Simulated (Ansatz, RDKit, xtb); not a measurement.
# C6H8Si: which of the isomers drawn lies lowest?

Which of a sample of isomers of C6H8Si is the most stable in the gas at 298.15 K, and what are its properties? The sample is small against all isomers, and the most stable one of this formula need not be in it.

Plan: many cheap relaxations first (GFN2-xTB), then density-functional screening, relaxation at r2SCAN-D4/def2-SVP, vibrations (at GFN2-xTB) and a final energy. The numbers are computed, not measured.

### 1 Possible bonding patterns

Isomers were taken from a list of plausible structures; this is a sample, not all of them. That gives 4 candidates.

```
label             SMILES     spin
 c133  C#CC[Si@@H](C)C#C  singlet
 c200     C#CC[SiH2]CC#C  singlet
 c208   C#C[Si](C)(C)C#C  singlet
 c293   C#CC(C#C)[SiH2]C  singlet
```

Candidates are built by distance geometry, with a force field where one applies, in up to four conformers (letters a to d).

**Question.** With final energies at CCSD(T)/def2-SVP + MP2/def2-TZVPP - MP2/def2-SVP, which structure will this search put lowest in free energy, and by what margin?

| quantity | value |
| --- | --- |
| lowest structure found | C#C[Si](C)(C)C#C, singlet |
| next finalist | C#CC[Si@@H](C)C#C, singlet, 14.0 kcal/mol higher in G |
| share at equilibrium, among the finalists | 100.0 % |

The lowest structure found is `C#C[Si](C)(C)C#C`. The margin of 14.0 kcal/mol over the next finalist is beyond the usual error of the last level; it says nothing of structures that weren't ranked. HF/STO-3G, r2SCAN-D4/def2-SVP, r2SCAN-D4/def2-SVP, relaxed, HF/def2-SVP and MP2/def2-SVP already put its bonding pattern lowest among the structures in one piece; GFN2-xTB favours the singlet C#CC[SiH2]CC#C. 2 minima inside the window were never screened. The search is not exhaustive (a finite list of starts, one conformer a finalist), so a lower isomer can't be ruled out. Only 4 drawn patterns were tried, so whole families of isomers are missing, and the result ranks this sample alone.
